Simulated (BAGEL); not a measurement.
# RI-MP2/cc-pVDZ (density fitting with cc-pvqz-jkfit) run of C2F4O (trifluoroacetyl fluoride)

Aim: the energy change on altering one bond length of C2F4O (trifluoroacetyl fluoride) at RI-MP2/cc-pVDZ (density fitting with cc-pvqz-jkfit), from 2 runs. 

The results are computed with BAGEL 1.2.2.

2 further runs of the same task are left out: 2 set aside as unsound or not needed.

## 1. The molecule

C2F4O: 7 atoms, total charge 0, spin state singlet. SMILES: `O=C(F)C(F)(F)F`. Geometry: relaxed at PBE0-D4/def2-TZVP.

Bond lengths: O1–C2 1.172 Å, C2–F3 1.326 Å, C2–C4 1.542 Å, C4–F5 1.330 Å, C4–F6 1.330 Å, C4–F7 1.318 Å. Angles: O1–C2–F3 124.0°, O1–C2–C4 126.4°, F3–C2–C4 109.5°, C2–C4–F5 109.8°, C2–C4–F6 109.8°, C2–C4–F7 110.2°, F5–C4–F6 108.7°, F5–C4–F7 109.1°, F6–C4–F7 109.1°.

## 2. The energy at RI-MP2/cc-pVDZ (density fitting with cc-pvqz-jkfit)

Input file calc.json:

```json
{ "bagel": [

{
  "title": "molecule",
  "basis": "cc-pvdz.json",
  "df_basis": "cc-pvqz-jkfit",
  "angstrom": "true",
  "geometry": [
    { "atom": "O", "xyz": [    1.061180,   -1.396170,    0.701140 ] },
    { "atom": "C", "xyz": [    0.088980,   -0.798110,    0.435150 ] },
    { "atom": "F", "xyz": [   -1.136840,   -1.201010,    0.739860 ] },
    { "atom": "C", "xyz": [    0.018150,    0.551850,   -0.306440 ] },
    { "atom": "F", "xyz": [   -0.697880,    0.418270,   -1.418740 ] },
    { "atom": "F", "xyz": [   -0.564330,    1.461580,    0.468830 ] },
    { "atom": "F", "xyz": [    1.230750,    0.963590,   -0.619810 ] }
  ]
},
{
  "title": "hf"
},
{
  "title": "mp2",
  "ncore": 7
}

]}
```

The basis set cc-pVDZ is read from a file made from the Basis Set Exchange's data (not shown).

Run with:

```sh
$ BAGEL_NUM_THREADS=1 BAGEL calc.json > calc.out
```

The log of the run:

```text
* using 1 threads per process

  ===============================================================
  ===============================================================

  *** Geometry ***

  { "atom" : "O", "xyz" : [      2.005340,     -2.638379,      1.324963 ] },
  { "atom" : "C", "xyz" : [      0.168148,     -1.508209,      0.822314 ] },
  { "atom" : "F", "xyz" : [     -2.148316,     -2.269580,      1.398133 ] },
  { "atom" : "C", "xyz" : [      0.034299,      1.042845,     -0.579088 ] },
  { "atom" : "F", "xyz" : [     -1.318802,      0.790416,     -2.681030 ] },
  { "atom" : "F", "xyz" : [     -1.066429,      2.761986,      0.885960 ] },
  { "atom" : "F", "xyz" : [      2.325780,      1.820921,     -1.171271 ] },

  Number of auxiliary basis functions:      742

  Since a DF basis is specified, we compute 2- and 3-index integrals:
    o Being stored without compression. Storage requirement is 0.057 GB

  Number of basis functions:       98
  Number of electrons      :       56

    * METHOD: MOLECULE                             0.68

  *** RHF ***

  === Nuclear Repulsion ===
   336.9822695523

      * DIIS with orbital gradients will be used.

  === RHF iteration (cc-pvdz.json) ===
      0       -547.94032993          0.02134377           0.20
      1       -548.15067868          0.01782860           0.19
      2       -548.38189955          0.00146438           0.18
      3       -548.38466602          0.00077552           0.19
      4       -548.38549329          0.00020938           0.19
      5       -548.38560496          0.00008456           0.22
      6       -548.38562420          0.00003548           0.20
      7       -548.38562701          0.00000862           0.19
      8       -548.38562715          0.00000327           0.19
      9       -548.38562717          0.00000113           0.19
     10       -548.38562717          0.00000053           0.18
     11       -548.38562717          0.00000013           0.18
     12       -548.38562717          0.00000007           0.19
     13       -548.38562717          0.00000002           0.21
     14       -548.38562717          0.00000001           0.19
    * SCF iteration converged.

    * Permanent dipole moment:
           (    0.199483,    -0.168661,     0.080552) a.u.

    * METHOD: HF                                   3.28

  *** RHF ***

  === Nuclear Repulsion ===
   336.9822695523

      * DIIS with orbital gradients will be used.

  === RHF iteration (cc-pvdz.json) ===
      0       -548.38562717          0.00000000           0.18
    * SCF iteration converged.

    * Permanent dipole moment:
           (    0.199483,    -0.168661,     0.080552) a.u.

  === DF-MP2 calculation ===

    * freezing 7 orbitals
    * 3-index integral transformation done
    * assembly done

      MP2 correlation energy:   -1.1713936514      0.17

      MP2 total energy:       -549.5570208206

    * METHOD: MP2                                  0.56

  ===============================================================
```

Wall time 5.1 s (1 thread of AMD EPYC 7R43 (Zen 3), shared host); peak memory 0.2 GiB.

## 3. The distorted shape at the same level

Input file job.json:

```json
{ "bagel": [

{
  "title": "molecule",
  "basis": "cc-pvdz.json",
  "df_basis": "cc-pvqz-jkfit",
  "angstrom": true,
  "geometry": [
    { "atom": "O", "xyz": [       0.697396,      -1.519693,       0.795152 ] },
    { "atom": "C", "xyz": [      -0.274804,      -0.921633,       0.529162 ] },
    { "atom": "F", "xyz": [      -1.500624,      -1.324533,       0.833872 ] },
    { "atom": "C", "xyz": [      -0.345634,       0.428327,      -0.212428 ] },
    { "atom": "F", "xyz": [      -1.061664,       0.294747,      -1.324728 ] },
    { "atom": "F", "xyz": [      -0.928114,       1.338057,       0.562842 ] },
    { "atom": "F", "xyz": [       1.230750,       0.963590,      -0.619810 ] }
  ]
},

{
  "title": "hf"
},

{
  "title": "mp2",
  "ncore": 7
}

]}
```

The basis set cc-pVDZ is read from a file made from the Basis Set Exchange's data (not shown).

Run with:

```sh
$ BAGEL_NUM_THREADS=1 BAGEL job.json > job.out
```

The log of the run:

```text
* using 1 threads per process

  ===============================================================
  ===============================================================

  *** Geometry ***

  { "atom" : "O", "xyz" : [      1.317887,     -2.871804,      1.502620 ] },
  { "atom" : "C", "xyz" : [     -0.519304,     -1.741634,      0.999971 ] },
  { "atom" : "F", "xyz" : [     -2.835768,     -2.503005,      1.575790 ] },
  { "atom" : "C", "xyz" : [     -0.653154,      0.809421,     -0.401431 ] },
  { "atom" : "F", "xyz" : [     -2.006254,      0.556991,     -2.503373 ] },
  { "atom" : "F", "xyz" : [     -1.753881,      2.528561,      1.063617 ] },
  { "atom" : "F", "xyz" : [      2.325780,      1.820921,     -1.171271 ] },

  Number of auxiliary basis functions:      742

  Since a DF basis is specified, we compute 2- and 3-index integrals:
    o Being stored without compression. Storage requirement is 0.057 GB

  Number of basis functions:       98
  Number of electrons      :       56

    * METHOD: MOLECULE                             0.90

  *** RHF ***

  === Nuclear Repulsion ===
   323.0890740493

      * DIIS with orbital gradients will be used.

  === RHF iteration (cc-pvdz.json) ===
      0       -547.75896036          0.02351445           0.27
      1       -547.91691803          0.02244894           0.20
      2       -548.29985744          0.00170435           0.22
      3       -548.30414184          0.00087921           0.21
      4       -548.30539020          0.00025633           0.19
      5       -548.30556615          0.00009977           0.21
      6       -548.30559069          0.00004154           0.21
      7       -548.30559441          0.00001314           0.20
      8       -548.30559468          0.00000615           0.20
      9       -548.30559474          0.00000266           0.22
     10       -548.30559476          0.00000118           0.19
     11       -548.30559476          0.00000046           0.22
     12       -548.30559476          0.00000026           0.30
     13       -548.30559476          0.00000010           0.27
     14       -548.30559476          0.00000005           0.28
     15       -548.30559476          0.00000003           0.20
     16       -548.30559476          0.00000001           0.23
    * SCF iteration converged.

    * Permanent dipole moment:
           (    0.811404,     0.078425,    -0.099392) a.u.

    * METHOD: HF                                   4.38

  *** RHF ***

  === Nuclear Repulsion ===
   323.0890740493

      * DIIS with orbital gradients will be used.

  === RHF iteration (cc-pvdz.json) ===
      0       -548.30559476          0.00000001           0.19
    * SCF iteration converged.

    * Permanent dipole moment:
           (    0.811404,     0.078425,    -0.099392) a.u.

  === DF-MP2 calculation ===

    * freezing 7 orbitals
    * 3-index integral transformation done
    * assembly done

      MP2 correlation energy:   -1.1945802063      0.18

      MP2 total energy:       -549.5001749691

    * METHOD: MP2                                  0.66

  ===============================================================
```

Wall time 6.6 s (1 thread of AMD EPYC 7R43 (Zen 3), shared host); peak memory 0.19 GiB.

## 4. Results

At RI-MP2/cc-pVDZ (density fitting with cc-pvqz-jkfit), 7 core orbitals frozen:

| quantity | value |
| --- | --- |
| first shape: total energy | -549.55702 Eh |
| first shape: correlation energy (7 core orbitals frozen) | -1171.4 mEh |
| distorted shape: total energy | -549.50017 Eh |
| distorted shape: correlation energy (7 core orbitals frozen) | -1194.6 mEh |
| energy change with the C4–F7 bond stretched from 1.318 to 1.714 Å | 1.547 eV |

In words: With the C4–F7 bond stretched from 1.318 to 1.714 Å the energy rises by 1.55 eV (149 kJ/mol). The first shape isn't relaxed at this level, so the change isn't measured from a minimum.
